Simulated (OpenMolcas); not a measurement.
# Cl²⁺: CASSCF and CASPT2 terms and fine-structure levels

Aim: the low terms and levels of Cl²⁺, with their order and spacing, then second-order correlation under several settings.

Method: state-averaged CASSCF and CASPT2, spin-orbit coupling by RASSI with atomic mean-field integrals. Code: OpenMolcas 26.06.

## (1) Starting point

| Item | Value |
| --- | --- |
| Species | Cl²⁺ (chlorine, Z = 17, 15 electrons) |
| Basis | ANO-RCC-VDZP [4s3p1d], 18 functions |
| Scalar Hamiltonian | DKH2, point nucleus |
| Inactive shells | 1s 2s 2p 3s |
| Active space | 3 electrons in 3 orbitals (3p) |
| Some configurations of this space | 3s2 3p3 |
| Orbitals | optimised for each spin and parity, averaged over all roots |

Outer shells as boxes (Hund's rule):

3s2 3p3
```
3s [↑↓]
3p [↑ ][↑ ][↑ ]
```

Each step is its own input file, run in one work folder so that later steps find the files of earlier ones. Labels, J, g values, rates, χT and fits are worked out afterwards by a script from the matrices that RASSI stores.

## (2) One- and two-electron integrals

The input, a.inp:

```
&GATEWAY
Coord
1

Cl 0.0 0.0 0.0
Basis=ANO-RCC-VDZP
Group=XYZ
NoMove
AngMom=0.0 0.0 0.0
AMFI
&SEWARD
```

## (3) Reference wave functions, quartets of odd parity, 1 root

The input, a.inp:

```
&RASSCF
FileOrb=start.orb
Symmetry=2
Spin=4
nActEl=3 0 0
Inactive=3 3
Ras2=0 3
CIRoot=1 1 1
SDav=1
CIMx=300
Iter=120 100
PrWF=0.3
OrbListing=Nothing
MaxOrb=0
Atom
>>> COPY $Project.JobIph JOB001
```

start.orb holds the contracted functions of the basis, ordered by shell, or the orbitals of the step before.

## (4) CASSCF: doublets of odd parity, 8 roots

The input, a.inp:

```
&RASSCF
FileOrb=start.orb
Symmetry=2
Spin=2
nActEl=3 0 0
Inactive=3 3
Ras2=0 3
CIRoot=8 8 1
SDav=8
CIMx=300
Iter=120 100
PrWF=0.3
OrbListing=Nothing
MaxOrb=0
Atom
>>> COPY $Project.JobIph JOB002
```

## (5) State interaction with spin-orbit coupling

The input, a.inp:

```
&RASSI
NrOfJobIphs=2 1 8
1
1 2 3 4 5 6 7 8
IphNames
JOB001
JOB002
EJob
SpinOrbit
DIPRint=1.0
SOCoupling=1000.0
Subsets=2
MEES
Property=10
'ANGMOM' 1 'ANGMOM' 2 'ANGMOM' 3 'MLTPL  1' 1 'MLTPL  1' 2 'MLTPL  1' 3
'AMFI' 1 'AMFI' 2 'AMFI' 3 'MLTPL  2' 6
SOProperty=3
'ANGMOM' 1 'ANGMOM' 2 'ANGMOM' 3
```

## (6) CASPT2: IPEA 0.25, imaginary shift 0.1 (closed shells correlated: 2s 2p 3s)

The input, a.inp:

```
>>> COPY JOB001 $Project.JobIph
&CASPT2
Multistate=1 1
Frozen=1 0
IPEA=0.25
Imaginary=0.1
MaxIter=60
WThr=0.0 0.3 0.05
PrWF=0.5
NoMix
>>> COPY JOB002 $Project.JobIph
&CASPT2
Multistate=8 1 2 3 4 5 6 7 8
Frozen=1 0
IPEA=0.25
Imaginary=0.1
MaxIter=60
WThr=0.0 0.3 0.05
PrWF=0.5
NoMix
```

## (7) CASPT2: IPEA 0, imaginary shift 0.1 (closed shells correlated: 2s 2p 3s)

Changes to a.inp since step 6:

```diff
@@ -4,3 +4,3 @@
 Frozen=1 0
-IPEA=0.25
+IPEA=0.0
 Imaginary=0.1
@@ -14,3 +14,3 @@
 Frozen=1 0
-IPEA=0.25
+IPEA=0.0
 Imaginary=0.1
```

(Steps that only read results are left out.)

What does the calculation give? Wanted: lowest level; first excited level; spin-orbit lowering of the lowest level; strongest of the lines computed, by gA.

The runs gave:

| quantity | value |
| --- | --- |
| method | SS-CASPT2, IPEA 0.25, imaginary shift 0.1 (closed shells correlated: 2s 2p 3s) |
| lowest level | 3s2 3p3 4S* 3/2, 100 % of that term, g = 2.002 |
| ground level listed by NIST | 4S°3/2 |
| first excited level | 3s2 3p3 2D* 3/2 at 20840 cm-1 |
| spin-orbit lowering of the lowest level | 15.4 cm-1 |
| strongest of the lines computed, by gA (one parity, so forbidden lines), at SS-CASPT2 energies | 3s2 3p3 2P* 3/2 → 3s2 3p3 4S* 3/2, 296.6 nm, A = 7.84e-01 s⁻¹ |

Cost and accuracy by method:

```
                                                 method  time of its own steps  time with the reference  mean absolute difference from the measured levels (cm-1)
                                              A. CASSCF                  2.5 s                    2.5 s                                                      6200
B. SS-CASPT2, IPEA 0.25, imaginary shift 0.1, +2s 2p 3s                 0.83 s                    3.3 s                                                      3300
   C. SS-CASPT2, IPEA 0, imaginary shift 0.1, +2s 2p 3s                 0.83 s                    3.3 s                                                      3700
```

Times are of one thread on a shared host.

Second-order correlation (method B) scales the levels of the lowest configuration above 5000 cm⁻¹ by 0.89 to 0.92. Method B lies closest to the measured levels (3300 cm⁻¹ on average) and A farthest (6200). Only the configurations of the active space and the roots asked for are present. CASPT2 does not keep the components of a term degenerate, and the means are used. With the s shell closed, the highest p terms come out too high. Levels of other configurations are missing from the list.
